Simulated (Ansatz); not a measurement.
This script makes a test of the smearing width of MoRh, space group P-6m2 with Ansatz 0.2.0 through its Python package.

`smear_morh.py`:
```python
# -*- coding: utf-8 -*-
"""How the energy of MoRh depends on the smearing."""

from dataclasses import dataclass

import ansatz as az
from ase import Atoms
import pandas as pd


@dataclass(frozen=True)
class Settings:
    mesh: tuple[int, ...] = (9, 9, 5)
    xc: str = "pbesol"


cfg = Settings()

atoms = Atoms(
    ["Mo", "Rh"],
    scaled_positions=[
        (0.0, 0.0, 0.5),
        (1 / 3, 2 / 3, 0.0),
    ],
    cell=[
        (2.795433, 0.0, 0.0),
        (-1.397716, 2.420916, 0.0),
        (0.0, 0.0, 4.437367),
    ],
    pbc=True,
)
structure = az.Crystal.from_ase(atoms)

calculation = (
    structure.calculation()
    .kpoints(*cfg.mesh, center="gamma")
    .functional(cfg.xc)
    .basis(41 * az.Ry)
    .pseudopotentials("paw")
    .forces()
    .stress()
)

rows = []
for value in [0.5, 0.3, 0.2, 0.1]:
    report = calculation.occupations("methfessel_paxton", width=value).run(threads=1).report
    rows.append((value, report["free_energy_ev"] / len(report["lattice"]["sites"]), report["n_iterations"], sum(report["stress_gpa"][i][i] for i in range(3)) / 3, max(abs(f) for row in report["forces_ev_ang"] for f in row), report["n_kpoints"]))

table = pd.DataFrame(rows, columns=["width (eV)", "F/atom (eV)", "iterations", "P (GPa)", "max component (eV/A)", "k-points"])
print(table.round(5).to_string(index=False))

# the last row is the reference
for row in rows[:-1]:
    shift = 1000 * (row[1] - rows[-1][1])
    print(f"{row[0]}: {shift:+.2f} meV/atom" + ("  (within 1 meV)" if abs(shift) < 1 else ""))
```

How much does the free energy per atom change between the narrowest and the widest smearing, and why?

Going from 0.1 to 0.5 eV changes F by -2.4 meV an atom. This scheme is built to cancel the term in the square of the width, so the shifts stay small and are partly the mesh's error. The pressure moves from -12.86 to -12.74 GPa.

The output:

`python smear_morh.py` gives:
```text
 width (eV)  F/atom (eV)  iterations   P (GPa)  max component (eV/A)  k-points
        0.5  -5618.19273           6 -12.74342                   0.0        36
        0.3  -5618.19259           6 -12.82655                   0.0        36
        0.2  -5618.19171           6 -12.85666                   0.0        36
        0.1  -5618.19036           6 -12.86292                   0.0        36
0.5: -2.37 meV/atom
0.3: -2.22 meV/atom
0.2: -1.34 meV/atom
```

Reading the output:
- No spin polarisation was allowed.
- For a metal this k-point mesh is coarse: on a finer one energies can move by several to tens of meV an atom and pressures by half a GPa or more, differences at one mesh by less.
- Forces vanish by symmetry here and test nothing.
- The narrowest width needs the finest mesh, so the last row is no converged reference.
- Pressure is positive in compression.
- At these settings the cell as given stands under about -13 GPa, so it isn't at this functional's equilibrium volume.
- The structure comes from a database of computed cells and needn't be a stable or known phase.
- It ran for 9.1 s on 1 thread of Arm Neoverse V2, on a shared host, peak memory 0.45 GiB.

(A comment or docstring line of the script was reworded after the run, the code is as it ran; lines on the test bed's own set-up are left out of the output.)
